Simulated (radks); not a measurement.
**Taking charge from the 4p level of Mo⁺ in fractions**

One table from this session's results is given with a row withheld; the runs are named, their logs left out.

Program: radks (a radial shooting solver on a logarithmic mesh, Libxc functionals) version 1. Level of theory: scalar-relativistic Kohn-Sham, PBEsol, spin-polarised, spherical densities, finite nucleus; open shells are filled with parallel spins first. These are calculated values, not measurements, unless marked.

## The atom as given

```
element            : molybdenum (Z = 42)
charge             : +1
electrons          : 41
configuration      : [Ar] 3d10 4s2 4p(up 3, down 3) 4d5
nuclear rms radius : 4.4091 fm
```

A shell typed twice in an input gives spin up, then spin down.

Set-up of the first run:

The run's settings:

```text
Z 42
configuration [Ar] 3d10 4s2 4p3 4p3 4d5
relativity scalar-relativistic
functional pbe_sol,pbe_sol
spin polarised
nucleus finite rms 4.4091 fm
c 137.035999084
```

Among the steps run: Start: [Ar] 3d10 4s2 4p(up 3, down 3) 4d5.

One of the session's tables, all rows but one given; the rest of the session is left out.

It belongs to the step «Start: [Ar] 3d10 4s2 4p(up 3, down 3) 4d5». Radial moments (bohr):

```
  level     <r>  outermost maximum (interpolated)  90 % within  nodes
  3d up       ?                                 ?            ?      ?
3d down  0.4153                             0.323        0.664      0
  4s up   1.112                             0.991         1.62      3
4s down   1.104                             0.986         1.61      3
  4p up   1.244                              1.08         1.85      2
4p down   1.233                              1.07         1.83      2
  4d up   1.865                              1.39         3.00      1
4d down   1.917                              1.37         3.14      1
```

Estimate the missing values for 3d up.

As computed: <r>: 0.4155; outermost maximum (interpolated): 0.322; 90 % within: 0.665; nodes: 0. In the column «<r>» it lies between 3d down (0.4153) and 4s down (1.104).
